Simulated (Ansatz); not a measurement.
Debugging a single point in a Gaussian basis of CH2F4OSi, SMILES F[SiH2]OC(F)(F)F (Ansatz's Python interface).

`ch2f4osi.xyz`
```text
9

F     0.49000   -1.16850   -2.42190
Si    0.60110   -0.66800   -0.90850
O    -0.75580    0.21240   -0.50130
C    -0.64600    0.69260    0.82610
F     0.32680    1.49870    1.03380
F    -1.85670    1.39450    1.04040
F    -0.65490   -0.33490    1.71680
H     1.86450    0.18010   -0.79040
H     0.71950   -1.85310   -0.01200
```

Script `run_energy.py`:
```python
"""Electronic structure of the CH2F4OSi molecule."""

from pathlib import Path
import logging
import sys

import ansatz as az

logging.basicConfig(stream=sys.stdout, format="%(levelname)s %(message)s")
logger = logging.getLogger("ansatz_job")
logger.setLevel(logging.INFO)

params = {
    "basis": "def2-SVP",
    "xc": "b3lyp",
}

geometry = az.Crystal.molecule_from_extxyz("ch2f4osi.xyz")

calculation = (
    geometry.calculation()
    .basis(gaussian=params["basis"])
    .functional(params["xc"])
    .orbitals()
)
done = calculation.run(cores=2, threads=1, runs_dir="runs")
report = done.report

logger.info("reference energy %16.6f eV" % report["reference_energy_ev"])
logger.info("total energy     %16.6f eV" % report["free_energy_ev"])
print("occupied orbitals outside the frozen core (up, down):", report["n_occupied"], " frozen:", report["n_frozen"], " virtual:", report["n_virtual"])

field = report["mean_field"]
print("<S^2> =", round(abs(field["state"]["spin_squared"]), 4), " all-electron relativity setting:", field["relativity"])
print("passes:", field["passes"])
if "symmetry" in field:
    print("occupied orbitals by irrep:", field["symmetry"]["occupied"])

lines = Path(report["orbitals_path"]).read_text().splitlines()
field_of = lambda key: [line.split("=")[1].strip() for line in lines if line.startswith(key)]
orbitals = [(27.211386 * float(e), s, float(n)) for e, s, n in zip(field_of("Ene="), field_of("Spin="), field_of("Occup="))]
homo = max(e for e, _, n in orbitals if n > 0.5)
lumo = min(e for e, _, n in orbitals if n < 0.5)
logger.info(f"HOMO {homo:.3f} eV, LUMO {lumo:.3f} eV, gap {lumo - homo:.3f} eV")
```

`python run_energy.py` gives:
```text
Traceback (most recent call last):
  File "run_energy.py", line 26, in <module>
    done = calculation.run(cores=2, threads=1, runs_dir="runs")
TypeError: Calculation.run() got an unexpected keyword argument 'cores'
```

Why does it end like this?

The fault: run() has no such keyword. The change:

```diff
--- before
+++ after
@@ -25,3 +25,3 @@
 )
-done = calculation.run(cores=2, threads=1, runs_dir="runs")
+done = calculation.run(threads=1, runs_dir="runs")
 report = done.report
```

After the fix:

```console
$ python run_energy.py
INFO reference energy    -21851.121502 eV
INFO total energy        -21851.121502 eV
occupied orbitals outside the frozen core (up, down): [33, 33]  frozen: 0  virtual: [79, 79]
<S^2> = 0.0  all-electron relativity setting: none
passes: {'evaluations': 16, 'products': 12}
occupied orbitals by irrep: [{'A': 33}, {'A': 33}]
INFO HOMO -9.365 eV, LUMO 0.317 eV, gap 9.682 eV
```

What to keep in mind:
- Total energies depend on the basis set; only differences at equal settings carry meaning.
- The geometry is a force-field or estimated start, not a minimum of this method, and the basis set is short of its limit.
- b3lyp holds the VWN-RPA fit, as in Gaussian; the form of ORCA and Turbomole is b3lyp5.
- Levels such as HOMO and LUMO are orbital energies: with these approximate functionals they aren't the ionisation energy and electron affinity, and their gap isn't the fundamental gap.
- The whole script took 4.8 s on 1 thread of Arm Neoverse V1 (shared host), peak memory 0.3 GiB.
